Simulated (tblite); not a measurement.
# C7H12BF: the cost of one run

Computed with tblite 0.8.0 and PySCF 2.14.0, with density-fitted response routines of our own, on a single molecule, in the gas phase or a continuum. Atoms count from 0, in the outputs and in this text.

## Step 1: The molecule as given

21 atoms, charge 0, multiplicity 1; geometry from: force field or distance geometry start.

Bonds of the start (Å): C0–C1 1.52, C1–C2 1.35, C2–F3 1.38, C1–C4 1.51, C4–B5 1.58, B5–C6 1.57, C6–C7 1.53, C7–C8 1.52, C8–C4 1.52, C0–H9 1.10, C0–H10 1.12, C0–H11 1.11, C2–H12 1.08, C4–H13 1.12, B5–H14 1.17, C6–H15 1.13, C6–H16 1.11, C7–H17 1.11, C7–H18 1.11, C8–H19 1.12, C8–H20 1.12.

## Step 2: Optimising the geometry with GFN2-xTB

The job: settings as JSON, then the geometry in Å.

```
{"job": {"kind": "relax", "xc": "GFN2-xTB", "basis": "xTB"}, "charge": 0, "multiplicity": 1}
C      1.660100    -0.247200     1.518600
C      1.457400     0.458900     0.183400
C      2.450200     1.263100    -0.240700
F      2.330700     1.959500    -1.422100
C      0.176900     0.282100    -0.598600
B     -0.194000    -1.235900    -0.859100
C     -1.706900    -1.442000    -0.491900
C     -2.233600    -0.027100    -0.265600
C     -1.044600     0.847900     0.115600
H      2.535300    -0.910500     1.474200
H      0.765600    -0.863500     1.784500
H      1.800000     0.504300     2.324400
H      3.342900     1.395900     0.349900
H      0.258600     0.758400    -1.611100
H      0.280700    -1.794500    -1.776400
H     -1.778900    -2.035600     0.461600
H     -2.251800    -1.955800    -1.304700
H     -3.021700    -0.022500     0.521300
H     -2.685500     0.349300    -1.211300
H     -0.917500     0.817900     1.225400
H     -1.232800     1.913800    -0.177900
```

Launch:

```
OMP_NUM_THREADS=1 python probes_run.py task.json out
```

The driver reads the jobs from task.json and runs them one after another.

**Question.** How long does this first job take on 1 thread of Arm Neoverse N1, shared host, and how much memory does it need?

About 1.6 s, with a peak of 0.18 GiB.
